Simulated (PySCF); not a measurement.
# Bi(CH3)I2: forces at shaken geometries

Aim: move all atoms of relaxed Bi(CH3)I2 at random and read energies and forces. The species was built from a template and needn't be a known compound.

Computed with PySCF 2.14.0. Level: PBE, Bi def2-SVP with ECP60, C def2-SVP, H def2-SVP, I def2-SVP with ECP28; scalar-relativistic core potentials, no spin–orbit coupling.

3 further runs of the same task are left out: 2 for a known fault of the program, 1 that didn't finish.

## 1. Where the work starts

7 atoms, charge 0, spin multiplicity 1.

Bond lengths: Bi1–C2 2.298 Å, Bi1–I6 2.858 Å, Bi1–I7 2.858 Å, C2–H3 1.105 Å, C2–H4 1.107 Å, C2–H5 1.107 Å. Angles: C2–Bi1–I6 93.9°, C2–Bi1–I7 93.9°, I6–Bi1–I7 103.3°, Bi1–C2–H3 108.1°, Bi1–C2–H4 108.4°, Bi1–C2–H5 108.4°, H3–C2–H4 110.5°, H3–C2–H5 110.5°, H4–C2–H5 111.0°.

Coordinates:

```xyz
7
charge 0, multiplicity 1
Bi    0.6490    0.0000    0.8827
C     2.6589    0.0000   -0.2319
H     2.4492    0.0000   -1.3169
H     3.2172    0.9121    0.0543
H     3.2172   -0.9121    0.0543
I    -0.3749    2.2405   -0.5659
I    -0.3749   -2.2405   -0.5659
```

Formal oxidation states: Bi +3. An earlier session relaxed this geometry at PBE, Bi def2-SVP with ECP60, C def2-SVP, H def2-SVP, I def2-SVP with ECP28 (singlet, point group Cs).

Its energy there is -849.949314 Eh.

## 2. Atoms moved at random, σ = 0.06 Å

File run.py (the lines that set the calculation):

```python
mol = gto.M(atom='''
Bi     0.62484    -0.03185     0.86448
C      2.48647     0.03348    -0.17152
H      2.40636     0.00646    -1.25526
H      3.27921     0.88466     0.06357
H      3.29014    -0.87084     0.06813
I     -0.34870     2.18407    -0.63428
I     -0.29656    -2.20599    -0.62457''',
    basis={'Bi': 'def2-SVP', 'C': 'def2-SVP', 'H': 'def2-SVP', 'I': 'def2-SVP'},
    ecp={'Bi': 'def2-SVP', 'I': 'def2-SVP'},
    charge=0, spin=0)
mf = dft.RKS(mol, xc='PBE')
mf.grids.atom_grid = (50, 194)
mf = mf.density_fit()  # fitting sets: Bi def2-universal-JKFIT, C def2-universal-JKFIT, H def2-universal-JKFIT, I def2-universal-JKFIT
mf.conv_tol = 1e-08; mf.max_cycle = 55
mf.kernel(dm0)  # dm0: the density of the relaxed state
```

Command:

```bash
OMP_NUM_THREADS=2 python run.py
```

## 3. Atoms moved at random, σ = 0.06 Å

File run.py (the lines that set the calculation):

```python
mol = gto.M(atom='''
Bi     0.60998    -0.06760     0.86727
C      2.65026     0.03245    -0.25951
H      2.55799     0.05903    -1.32091
H      3.20994     0.92324     0.04814
H      3.13419    -0.84311     0.14596
I     -0.38099     2.25435    -0.67747
I     -0.33962    -2.35835    -0.49292''',
    basis={'Bi': 'def2-SVP', 'C': 'def2-SVP', 'H': 'def2-SVP', 'I': 'def2-SVP'},
    ecp={'Bi': 'def2-SVP', 'I': 'def2-SVP'},
    charge=0, spin=0)
mf = dft.RKS(mol, xc='PBE')
mf.grids.atom_grid = (50, 194)
mf = mf.density_fit()  # fitting sets: Bi def2-universal-JKFIT, C def2-universal-JKFIT, H def2-universal-JKFIT, I def2-universal-JKFIT
mf.conv_tol = 1e-08; mf.max_cycle = 55
mf.kernel(dm0)  # dm0: the density of the relaxed state
```

## 4. Atoms moved at random, σ = 0.06 Å

File run.py (the lines that set the calculation):

```python
mol = gto.M(atom='''
Bi     0.54860     0.02665     0.94198
C      2.64296     0.06370    -0.26713
H      2.50790    -0.06385    -1.43106
H      3.21119     0.91132     0.07360
H      3.23456    -0.85873     0.06972
I     -0.36806     2.21952    -0.58579
I     -0.33540    -2.29861    -0.49077''',
    basis={'Bi': 'def2-SVP', 'C': 'def2-SVP', 'H': 'def2-SVP', 'I': 'def2-SVP'},
    ecp={'Bi': 'def2-SVP', 'I': 'def2-SVP'},
    charge=0, spin=0)
mf = dft.RKS(mol, xc='PBE')
mf.grids.atom_grid = (50, 194)
mf = mf.density_fit()  # fitting sets: Bi def2-universal-JKFIT, C def2-universal-JKFIT, H def2-universal-JKFIT, I def2-universal-JKFIT
mf.conv_tol = 1e-08; mf.max_cycle = 55
mf.kernel(dm0)  # dm0: the density of the relaxed state
```

What does the calculation give? Wanted: for each run, σ; energy rise; harmonic estimate −½ F·u; largest force component.

**Answer**, as computed:

| σ (Å) | energy rise (eV) | harmonic estimate −½ F·u (eV) | largest force component (eV/Å) |
| --- | --- | --- | --- |
| 0.06 | 0.641 | 0.667 | 6.16 |
| 0.06 | 0.150 | 0.143 | 1.48 |
| 0.06 | 0.265 | 0.261 | 2.52 |

Every displacement raises the energy. For a harmonic well the rise equals −½ F·u; the two differ by at most 5 % here (a move with σ = 0.06 Å), from anharmonicity, the grid and the small forces left at the relaxed point. These are double-zeta-type bases without diffuse functions. Spin–orbit coupling is left out.
